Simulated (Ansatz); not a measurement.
**GeCN2: band structure with PBE0**

Crystal: GeCN2.

```
Ge N C
1.0
     1.79379    1.03565    4.92196
    -1.79379    1.03565    4.92196
     0.00000   -2.07129    4.92196
Ge N C
1 2 1
Direct
  0.00000 0.00000 0.00000
  0.58390 0.58390 0.58390
  0.41610 0.41610 0.41610
  0.50000 0.50000 0.50000
```

The cell comes from a database or a generator and needn't be the stable form of this composition.

| Quantity | Value |
| --- | --- |
| Program | Ansatz 0.2.0 |
| Task | band structure |
| Functional | PBE0 |
| Potentials or basis | Ansatz PAW |
| Cutoff | 420 eV (not typed: the program's choice for these potentials) |
| k mesh | 6 × 6 × 6 |
| Occupations | fermi-dirac, width 0.05 eV |
| Spin | no spin polarisation |
| Path | [["G", "L", "B1"], ["B", "Z", "G", "X"], ["Q", "F", "P1", "Z"], ["L", "P"]] |
| Points for each segment of the path | 4 |

```yaml
Pressure: -3.5 GPa
Largest_force: 1.004 eV/Å
Band_gap_on_the_k_mesh: 2.34 eV, indirect (least direct gap 3.43 eV)
Band_gap_along_the_path: 2.34 eV, indirect (least direct gap 3.41 eV)
```

Forces on the atoms (eV/Å):
```
Ge   0.000  0.000  0.000
N    0.000  0.000 -1.004
N    0.000  0.000  1.004
C    0.000  0.000  0.000
```

Stress tensor (GPa, compression positive):
```
-0.65  0.00  0.00
 0.00 -0.65  0.00
 0.00  0.00 -9.07
```

Levels at the corners of the path, in eV from the valence-band top:
```
point  band 10  band 11  band 12  band 13  band 14  band 15  band 16  band 17  band 18  band 19
    Γ    -6.07    -6.07    -2.43    -2.33    -2.33     3.92     4.77     4.77     6.52     9.32
    L    -6.52    -6.23    -4.52    -3.76    -3.74     4.30     6.71     6.94     7.48     7.56
   B1    -7.98    -7.38    -5.70    -3.59    -0.87     3.58     5.10     6.36     8.27     8.70
    B    -7.98    -7.38    -5.70    -3.59    -0.87     3.58     5.10     6.36     8.27     8.70
    Z    -6.05    -6.05    -2.42    -2.42    -1.39     2.34     6.39     6.39     6.76     6.76
    Γ    -6.07    -6.07    -2.43    -2.33    -2.33     3.92     4.77     4.77     6.52     9.32
    X    -8.01    -7.03    -5.98    -3.54    -1.10     3.90     4.91     6.63     8.31     8.53
    Q    -8.01    -7.03    -5.98    -3.54    -1.10     3.90     4.91     6.63     8.31     8.53
    F    -7.48    -6.78    -6.76    -2.17     0.00     3.43     3.47     5.55     7.90     8.56
   P1    -7.69    -6.64    -6.00    -2.63    -0.79     4.04     4.21     5.08     8.24     8.82
    Z    -6.05    -6.05    -2.42    -2.42    -1.39     2.34     6.39     6.39     6.76     6.76
    L    -6.52    -6.23    -4.52    -3.76    -3.74     4.30     6.71     6.94     7.48     7.56
    P    -7.69    -6.64    -6.00    -2.63    -0.79     4.04     4.21     5.08     8.24     8.82
```

It took 87 s on 1 × NVIDIA H100 80GB HBM3 with 2 threads of AMD EPYC 7R13 Processor (Zen 3) (shared host), peak memory 3.3 GiB.

Caveat: the pressure holds a Pulay correction of +0.4 GPa for the finite cutoff; the PAW data sets come from PBE, with cores solved anew for the run's functional, which leaves a small shift of forces and pressure; forces of over 1 eV/Å show positions far from the minimum, so gaps and moduli don't describe the material at rest; the thresholds are loose for stress.
